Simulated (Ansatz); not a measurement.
This script drives Ansatz's Python interface.

`run_bend.py`:
```python
"""Energy of CH5BOSi against one bond angle."""

from dataclasses import dataclass

import ansatz
from ase import Atoms


@dataclass(frozen=True)
class RunConfig:
    basis_set: str = "cc-pVDZ"
    functional: str = "PBE0"
    dispersion: str = "d3bj"
    fmax: float = 0.02


settings = RunConfig()

atoms = Atoms(["O", "Si", "B", "C", "H", "H", "H", "H", "H"], positions=[
    (-0.6397, 0.7069, -1.7074),
    (-0.2447, 0.7558, -0.0637),
    (1.138, -0.6932, 0.1867),
    (-0.2269, -0.8135, 0.7442),
    (-1.3499, 1.4749, -1.8171),
    (0.3485, 2.0002, 0.4943),
    (2.2805, -1.1316, 0.0338),
    (-0.86, -1.5798, 0.2152),
    (-0.3573, -0.766, 1.8968),
])

# start the scan from a relaxed geometry
first = (
    ansatz.Crystal.molecule_from_ase(atoms).calculation()
    .basis(gaussian=settings.basis_set)
    .functional(settings.functional, dispersion=settings.dispersion)
    .relax(force_tolerance=settings.fmax, max_steps=80)
)
atoms.positions = first.run(threads=1, pin="off").report["positions_ang"]

rows = []
for angle in [85, 95, 105, 115, 125, 140, 160]:
    bent = atoms.copy()
    bent.set_angle(1, 0, 4, angle, indices=[4])
    job = (
        ansatz.Crystal.molecule_from_ase(bent).calculation()
        .basis(gaussian=settings.basis_set)
        .functional(settings.functional, dispersion=settings.dispersion)
    )
    rows.append((angle, job.run(threads=1, pin="off").report["free_energy_ev"]))
floor = min(e for _, e in rows)
for angle, e in rows:
    print(f"angle Si1-O0-H4 = {angle:3d} deg   {1000 * (e - floor):9.1f} meV")
```

It is started by `python run_bend.py`. How long does it take on 1 thread of Arm Neoverse N1, with other jobs on the host, and how much memory does it need?

It took about 2.5 min, with a peak of 0.23 GiB, for 8 runs of the engine.

```console
$ python run_bend.py
angle Si1-O0-H4 =  85 deg       424.0 meV
angle Si1-O0-H4 =  95 deg       166.8 meV
angle Si1-O0-H4 = 105 deg        34.5 meV
angle Si1-O0-H4 = 115 deg         0.0 meV
angle Si1-O0-H4 = 125 deg        38.9 meV
angle Si1-O0-H4 = 140 deg       180.6 meV
angle Si1-O0-H4 = 160 deg       396.4 meV
```

The scan is rigid, and the energies are electronic, in a modest basis. The zero is the lowest point of the grid, which needn't be the minimum.

(Lines on the test bed's own set-up are left out of the output.)
